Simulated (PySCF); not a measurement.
# C2H2FGaS (SMILES C#C[S][GaH][F]) at B3LYP/def2-SVP

What is the vertical ionisation energy of C2H2FGaS at B3LYP/def2-SVP? Input form: a Python script.

The results are computed with PySCF 2.14.0.

## 1. Starting point

C2H2FGaS has 7 atoms, charge 0, and is taken as a singlet. SMILES: `C#C[S][GaH][F]`. The shape comes from GFN2-xTB, which is rough for such elements, and wasn't checked as a minimum. This is one conformer, not always the lowest.

Bond lengths: C1–C2 1.202 Å, C2–S3 1.701 Å, S3–Ga4 2.245 Å, Ga4–F5 1.750 Å, C1–H6 1.050 Å, Ga4–H7 1.551 Å. Angles: C1–C2–S3 175.9°, C2–S3–Ga4 92.5°, S3–Ga4–F5 117.0°, C2–C1–H6 179.5°, S3–Ga4–H7 132.5°, F5–Ga4–H7 110.5°.

## 2. The energy at B3LYP/def2-SVP

job.py reads:

```python
from pyscf import gto, dft

mol = gto.M(
    atom=[
    ('C', (-0.109920, 0.427670, 2.058720)),
    ('C', (0.402210, -0.234180, 1.196280)),
    ('S', (1.179440, -1.236750, 0.063390)),
    ('Ga', (0.059280, -0.329810, -1.657290)),
    ('F', (-0.993140, 1.021350, -1.296660)),
    ('H', (-0.555220, 1.014100, 2.807010)),
    ('H', (0.017340, -0.662390, -3.171460)),
],
    max_memory=1860,
    verbose=3,
    basis='def2-svp',
)

ks = dft.RKS(mol)
ks.xc = 'b3lyp'
ks.conv_tol = 1e-10
ks.grids.level = 5
ks.kernel()
if not ks.converged:
    ks = ks.newton().run(ks.mo_coeff, ks.mo_occ)

e_final = ks.e_tot
print('E(%s) = %.9f' % ('B3LYP', e_final))
```

Started as:

```console
OMP_NUM_THREADS=1 python job.py
```

Log:

```text
converged SCF energy = -2499.84692254073
E(B3LYP) = -2499.846922541
```

It took 30 s on 1 thread of Arm Neoverse V1, shared host; peak memory 0.54 GiB.

## 3. The doublet cation, same level

calc.py reads:

```python
from pyscf import gto, dft

mol = gto.Mole()
mol.atom = '''
C     -0.109920     0.427670     2.058720
C      0.402210    -0.234180     1.196280
S      1.179440    -1.236750     0.063390
Ga     0.059280    -0.329810    -1.657290
F     -0.993140     1.021350    -1.296660
H     -0.555220     1.014100     2.807010
H      0.017340    -0.662390    -3.171460
'''
mol.basis = 'def2-svp'
mol.charge = 1
mol.spin = 1
mol.verbose = 3
mol.max_memory = 1860
mol.build()

mf = dft.UKS(mol, xc='b3lyp')
mf.conv_tol = 1e-10
mf.grids.level = 5
mf.kernel()
if not mf.converged:
    mf = mf.newton().run(mf.mo_coeff, mf.mo_occ)

e_final = mf.e_tot
print('E(%s) = %.9f' % ('B3LYP', e_final))
```

Started as:

```console
OMP_NUM_THREADS=1 python calc.py
```

Log:

```text
WARN: HOMO -0.282174788818129 >= LUMO -0.282174788818128

WARN: HOMO -0.36411412970925 >= LUMO -0.363446502563968

converged SCF energy = -2499.50638870249  <S^2> = 0.75893765  2S+1 = 2.0089178
E(B3LYP) = -2499.506388702
```

It took 84 s on 1 thread of Arm Neoverse V1, shared host; peak memory 0.57 GiB.

## 4. What came out

At B3LYP/def2-SVP:

| quantity | value |
| --- | --- |
| singlet C2H2FGaS: total energy | -2499.84692 Eh |
| singlet C2H2FGaS: dipole moment | 1.51 D |
| singlet C2H2FGaS: HOMO energy | -6.88 eV |
| singlet C2H2FGaS: LUMO energy | -1.63 eV |
| singlet C2H2FGaS: HOMO–LUMO gap | 5.25 eV |
| doublet cation: total energy | -2499.50639 Eh |
| doublet cation: HOMO energy (highest over α and β) | -13.88 eV |
| doublet cation: LUMO energy (lowest over α and β) | -11.66 eV |
| doublet cation: ⟨S²⟩ | 0.759 |
| vertical ionisation energy (to the doublet cation) | 9.266 eV |

**Reading.** The vertical ionisation energy comes to 9.27 eV (214 kcal/mol). −ε(HOMO) before ionisation, 6.88 eV, is 2.38 eV below this ionisation energy. Mulliken charges (doublet cation) run from -0.34 on F5 to +0.73 on Ga4; they depend strongly on the basis.
